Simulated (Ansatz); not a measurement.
**CH3Cl2Ga: one species, many methods**

One table from this session's results is given with a row withheld; the runs are named, their logs left out.

The runs use Ansatz 0.2.0, Gaussian basis; functionals in def2-TZVPP, the program's frozen cores in correlated methods.

Plan: LDA (SPW92), PBE-D4, revPBE-D4, BLYP-D4, r2SCAN-D4, B97M-V, PBE0-D4, B3LYP-D4, r2SCANh-D4, r2SCAN0-D4, HSE06-D4, BHLYP-D4, CAM-B3LYP-D4, LC-ωPBE, ωB97X-V, ωB97M-V, B2PLYP, PBE-QIDH; CCSD(T)/def2-SVP; CCSD(T)/def2-TZVPP; MP2/def2-QZVPP; extrapolation to the limit; RPA on PBE.

**The geometry**

An earlier PBE0-D4 in a triple-zeta def2 set relaxation fixed the geometry.

SMILES `[CH3][Ga]([Cl])[Cl]`, 7 atoms, charge 0, spin multiplicity 1.

Atoms are counted from 1 here; the program's logs count them from 0.

Bond lengths: C1–Ga2 1.943 Å, C1–H5 1.089 Å, C1–H6 1.091 Å, C1–H7 1.092 Å, Ga2–Cl3 2.138 Å, Ga2–Cl4 2.138 Å. Angles: Ga2–C1–H5 110.5°, Ga2–C1–H6 109.5°, Ga2–C1–H7 109.2°, H5–C1–H6 109.9°, H5–C1–H7 109.5°, H6–C1–H7 108.2°, C1–Ga2–Cl3 122.7°, C1–Ga2–Cl4 123.5°, Cl3–Ga2–Cl4 113.8°.

The first run:

The input, in.yaml:

```yaml
crystal:
  periodic: [false, false, false]
  atoms:
    - {symbol: C, position_ang: [-0.210015, 0.979231, -0.118610]}
    - {symbol: Ga, position_ang: [0.180372, -0.911056, 0.106475]}
    - {symbol: Cl, position_ang: [1.853066, -1.618317, 1.234841]}
    - {symbol: Cl, position_ang: [-1.005653, -2.471044, -0.747371]}
    - {symbol: H, position_ang: [-1.160100, 1.113497, -0.633794]}
    - {symbol: H, position_ang: [-0.245933, 1.463319, 0.858352]}
    - {symbol: H, position_ang: [0.588263, 1.444360, -0.699872]}
basis:
  gaussian: {orbitals: def2-TZVPP}
hamiltonian: {xc: lda}
output: {orbitals: {seedname: orbitals}}
```

Launch:

```
$ ansatz run in.yaml --threads 4 --pin off --events-out ev --progress --plain --max-ram 10444MiB
```

Among the steps run: LDA; PBE-D4 (GGA); revPBE-D4 (GGA); BLYP-D4 (GGA); r2SCAN-D4 (meta-GGA); B97M-V (meta-GGA); B3LYP-D4 (hybrid); r2SCANh-D4 (hybrid); r2SCAN0-D4 (hybrid); HSE06-D4 (hybrid); BHLYP-D4 (hybrid); CAM-B3LYP-D4 (range-separated); LC-ωPBE (range-separated); ωB97X-V (range-separated); ωB97M-V (range-separated); B2PLYP (double hybrid); PBE-QIDH (double hybrid).

One table of the session follows, with a row left open; its other results are not shown here.

It belongs to the step «Orbital energies across the functionals». 

```
  functional  HOMO (eV)  gap (eV)
 LDA (SPW92)      -7.63      5.35
      PBE-D4      -7.46      5.48
   revPBE-D4      -7.40      5.55
     BLYP-D4      -7.30      5.39
   r2SCAN-D4      -7.80      6.05
      B97M-V      -7.86      5.98
     PBE0-D4      -8.79      7.60
    B3LYP-D4      -8.52      7.07
  r2SCANh-D4      -8.28      6.82
  r2SCAN0-D4      -9.01      7.96
    HSE06-D4          ?         ?
    BHLYP-D4      -9.96      9.54
CAM-B3LYP-D4     -10.12      9.84
     LC-ωPBE     -11.51     12.41
     ωB97X-V     -11.14     11.89
     ωB97M-V     -10.97     11.52
```

Estimate the missing values for HSE06-D4.

As computed: HOMO (eV): -8.39; gap (eV): 6.83. In the column «HOMO (eV)» it lies between B3LYP-D4 (-8.52) and r2SCANh-D4 (-8.28).
